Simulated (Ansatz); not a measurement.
# GaPH2 (singlet): the correlation ladder at a displaced geometry (v2), cc-pVDZ

One table from this session's results is given with a row withheld; the runs are named, their logs left out.

Program: Ansatz 0.2.0, Gaussian basis. Level of theory: cc-pVDZ, core rule «outside noble gas», up to 19 orbitals frozen. These are calculated values, not measurements.

The runs, in order: UHF; CCSD(T) on RHF; CCSD(T) on UHF; BCCD(T) on RHF; CISD; CCSDT(Q) on RHF; CCSDT(Q) on UHF.

26 further runs of the same task are left out: 10 for a known fault of the program, 5 that didn't finish, 11 set aside as unsound or not needed.

### The system

The geometry is a PBE0/def2-TZVP stationary point (not a proven minimum) with its atoms shifted at random (size 0.100 Å). No spin-orbit coupling is included. The filled d shell of Ga may be among the frozen orbitals whatever the setting's name suggests; the logs give the count.

4 atoms, charge 0, spin multiplicity 1.

Atoms are counted from 1 here; the program's logs count them from 0.

Bond lengths: P1–Ga2 2.201 Å, Ga2–H3 1.600 Å, Ga2–H4 1.494 Å. Angles: P1–Ga2–H3 118.1°, P1–Ga2–H4 119.6°, H3–Ga2–H4 120.5°.

Set-up of the first run:

File in.yaml:

```yaml
crystal:
  periodic: [false, false, false]
  atoms:
    - {symbol: P, position_ang: [0.112836, -0.004670, 1.547459]}
    - {symbol: Ga, position_ang: [-0.052038, 0.003704, -0.646849]}
    - {symbol: H, position_ang: [0.024582, -1.399273, -1.413131]}
    - {symbol: H, position_ang: [0.107691, 1.286564, -1.394917]}
basis:
  gaussian: {orbitals: cc-pVDZ}
magnetization: {spin_polarized: true, initial_magnetization: 0}
hamiltonian: {xc: hf}
output: {orbitals: {seedname: orbitals}}
```

Started as:

```bash
> ansatz run in.yaml --threads 1 --pin off --events-out ev --progress --plain --max-ram 2393MiB
```

Steps of the session up to this table: UHF; CCSD(T) on RHF; CCSD(T) on UHF; BCCD(T) on RHF; CISD; CCSDT(Q) on RHF; CCSDT(Q) on UHF.

One table of the session follows, with a row left open; its other results are not shown here.

It belongs to the step «Misses and costs». 

```
   method  from RCCSDT(Q) (meV)
      RHF               +5543.1
      UHF               +4611.2
     RMP2               +1341.7
     UMP2                +888.8
    RCCSD                +227.7
    UCCSD                -188.4
 RCCSD(T)                 +63.8
 UCCSD(T)                -355.9
  BCCD(T)                 +63.6
   RCCSDT                 +18.0
   UCCSDT                -610.3
RCCSDT(Q)                     0
UCCSDT(Q)                     ?
```

Q: Estimate the row for UCCSDT(Q) from the others.

The run gave: from RCCSDT(Q) (meV): -677.4. In the column «from RCCSDT(Q) (meV)» it is the lowest.

Not comparable, so not listed: CISD (they don't share determinant, frozen orbitals or solution with the rows shown, or repeat one).

Caveats from the session: The determinant is far from a pure spin state, so its energy mixes those of several spin states (harmless only where they are near-degenerate, as at dissociation). The program flags UCCSD(T), UCCSDT(Q) as in doubt, so those rows may rest on another solution; read them beside their warnings. Warnings: restricted reference is unstable; spin contamination; large T1 diagnostic. Restricted and unrestricted rows rest on different reference determinants; where their highest levels disagree by more than a few hundredths of an eV, they describe different states and don't form one ladder.
